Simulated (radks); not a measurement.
# Valence configurations of O⁺

NIST gives [He] 2s2 2p3 as the ground configuration of O⁺. Does this level of theory agree? Several fillings of the valence shells are run.

Method: non-relativistic Kohn-Sham, LDA (Slater exchange, Perdew-Wang correlation), spin-polarised, spherical densities, point nucleus; open shells are filled with parallel spins first. Code: radks (a radial shooting solver on a logarithmic mesh, Libxc functionals) version 1.

## 1. Starting point

```
element       : oxygen (Z = 8)
charge        : +1
electrons     : 7
configuration : [He] 2s2 2p3
others tried  : 2s1 2p4; 2p5; 2s0.5 2p4.5; 2s1.5 2p3.5
```

The outer shells:

O⁺
```
[He] core
2s [↑↓]
2p [↑ ][↑ ][↑ ]
```

## 2. [He] 2s2 2p3

Input:

```text
Z 8
configuration [He] 2s2 2p3
relativity non-relativistic
functional lda,pw
spin polarised
nucleus point
```

## 3. [He] 2s1 2p4

Input:

```text
Z 8
configuration [He] 2s1 2p4
relativity non-relativistic
functional lda,pw
spin polarised
nucleus point
```

## 4. [He] 2p5

Input:

```text
Z 8
configuration [He] 2p5
relativity non-relativistic
functional lda,pw
spin polarised
nucleus point
```

## 5. [He] 2s0.5 2p4.5

Input:

```text
Z 8
configuration [He] 2s0.5 2p4.5
relativity non-relativistic
functional lda,pw
spin polarised
nucleus point
```

## 6. [He] 2s1.5 2p3.5

Input:

```text
Z 8
configuration [He] 2s1.5 2p3.5
relativity non-relativistic
functional lda,pw
spin polarised
nucleus point
```

**Question.** What will these runs give? Wanted: for each run, valence; E − E(NIST configuration); moment; highest level; its energy; 1s shift.

**Answer**, as computed:

| valence | E − E(NIST configuration) (eV) | moment (μB) | highest level | its energy (eV) | 1s shift (eV) |
| --- | --- | --- | --- | --- | --- |
| 2s2 2p3 | 0.000 | 3 | 2p up | -26.438 | +0.00 |
| 2s1.5 2p3.5 | 7.373 | 3 | 2p down | -20.924 | -0.25 |
| 2s1 2p4 | 14.720 | 3 | 2p down | -21.023 | -0.49 |
| 2s0.5 2p4.5 | 24.504 | 2 | 2p down | -22.509 | -0.48 |
| 2p5 | 33.328 | 1 | 2p down | -23.758 | -0.29 |

What this shows: Theory agrees with NIST among these: the next, 2s1.5 2p3.5, lies 7.373 eV higher. The energies are those of spherical high-spin densities, not of single terms. The 1s eigenvalue shifts by up to 0.49 eV as the valence charge is rearranged.
